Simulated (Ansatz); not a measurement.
# TiC3: the cost of one run

Computed with Ansatz 0.2.0 (DFT PBE, scalar-relativistic, plane waves, PAW, unless a step's input says otherwise).

### 1 The system as given

It takes space group I4/mmm (No. 139, tetragonal). Conventional cell: a = 3.223 Å, b = 3.223 Å, c = 7.200 Å, α = 90.00°, β = 90.00°, γ = 90.00°. Ti (site symmetry 4/mmm) is surrounded by 12 C at 2.28 to 2.42 Å. C (site symmetry 4/mmm) has 4 Ti at 2.28 Å as nearest neighbours. C (site symmetry -4m2) has 8 C at 2.28 to 2.42 Å and 4 Ti at 2.42 Å as nearest neighbours.

As a file:

```
Ti C
1.0
    -1.61156    1.61156    3.59984
     1.61156   -1.61156    3.59984
     1.61156    1.61156   -3.59984
Ti C
1 3
Direct
  0.00000 0.00000 0.00000
  0.50000 0.50000 0.00000
  0.25000 0.75000 0.50000
  0.75000 0.25000 0.50000
```

This is candidate A: TiAl3 (D0_22) type (I4/mmm, No. 139).

(A quick probe on a coarse mesh, which set the mesh and smearing, is not shown.)

### 3 A loose first relaxation (candidate A)

input.yaml reads:

```yaml
crystal:
  lattice:
    - [-1.611556395, 1.611556395, 3.5998402589]
    - [1.611556395, -1.611556395, 3.5998402589]
    - [1.611556395, 1.611556395, -3.5998402589]
  atoms:
    - { symbol: Ti, position: [0.0, 0.0, 0.0] }
    - { symbol: C, position: [0.5, 0.5, 0.0] }
    - { symbol: C, position: [0.25, 0.75, 0.5] }
    - { symbol: C, position: [0.75, 0.25, 0.5] }
basis:
  ecutwfc: 420
kpoints:
  mp_grid: { grid: [8, 8, 8] }
hamiltonian:
  xc: pbe
scf:
  occupations: { method: gaussian, width: 0.1 }
  lower_state_search: "off"
output:
  forces: true
  stress: true
  eigenvalues: true
relax:
  adjacent_minimum: "off"
  f_tol: 0.04
  max_steps: 70
  cell: { stress_tol: 0.4 }
```

Command:

```sh
> ansatz run input.yaml --threads 1 --pin off --max-ram 2560MiB --backend cpu --events-out ev --progress --plain --runs-dir out
```

**Question.** How long does this run take on 1 thread of Intel Xeon 6975P-C (Granite Rapids), shared host, and how much memory does it need?

About 7.2 s, with a peak of 0.38 GiB.
